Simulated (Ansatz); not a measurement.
# Zr2N: the cost of one run

Method: DFT LDA, scalar-relativistic, plane waves, PAW, in Ansatz 0.2.0.

1 further run of the same task is left out (set aside as unsound or not needed).

**1. The system as given**

The structure is tetragonal, space group P4_2/mnm (No. 136). The conventional cell has a = 5.332 Å, b = 5.332 Å, c = 3.252 Å, α = 90.00°, β = 90.00°, γ = 90.00°. Around Zr (site symmetry m2m) lie 3 N at 2.23 to 2.24 Å. Around N (site symmetry mmm) lie 6 Zr at 2.23 to 2.24 Å.

Coordinates:

```
Zr N
1.0
     5.33192    0.00000    0.00000
     0.00000    5.33192    0.00000
     0.00000    0.00000    3.25150
Zr N
4 2
Direct
  0.29576 0.29576 0.00000
  0.70424 0.70424 0.00000
  0.79576 0.20424 0.50000
  0.20424 0.79576 0.50000
  0.00000 0.00000 0.00000
  0.50000 0.50000 0.50000
```

It goes back to an entry of the Materials Project, which need not be the stable form.

It is the result of an earlier relaxation at this level (volume 15.41 Å³/atom; gap on the mesh: none (metal)).

**2. Optical spectrum**

Contents of input.yaml:

```yaml
crystal:
  lattice:
    - [5.3319233251, 0.0, 0.0]
    - [0.0, 5.3319233251, 0.0]
    - [0.0, 0.0, 3.2515045005]
  atoms:
    - { symbol: Zr, position: [0.2957569113, 0.2957569113, 0.0] }
    - { symbol: Zr, position: [0.7042430887, 0.7042430887, 0.0] }
    - { symbol: Zr, position: [0.7957569113, 0.2042430887, 0.5] }
    - { symbol: Zr, position: [0.2042430887, 0.7957569113, 0.5] }
    - { symbol: "N", position: [0.0, 0.0, 0.0] }
    - { symbol: "N", position: [0.5, 0.5, 0.5] }
basis:
  ecutwfc: 420
kpoints:
  mp_grid: { grid: [8, 8, 12] }
hamiltonian:
  xc: lda
scf:
  occupations: { method: fermi_dirac, width: 0.15 }
  n_extra_bands: 24
output:
  eigenvalues: true
  optics: { e_range: [0, 14], sigma: 0.1, nscf_kmesh: { grid: [12, 12, 18] } }
checkpoint:
  read: start.run
  write: ck
  compress: false
  write_wavefunctions: false
  write_every: 100000
```

The run is started by

```sh
$ ansatz run input.yaml --threads 2 --pin off --max-ram 6144MiB --backend cpu --events-out ev --progress --plain --runs-dir out
```

What time and memory should one allow on 2 threads of Arm Neoverse V2, shared host?

About 4.3 min, with a peak of 4.2 GiB.
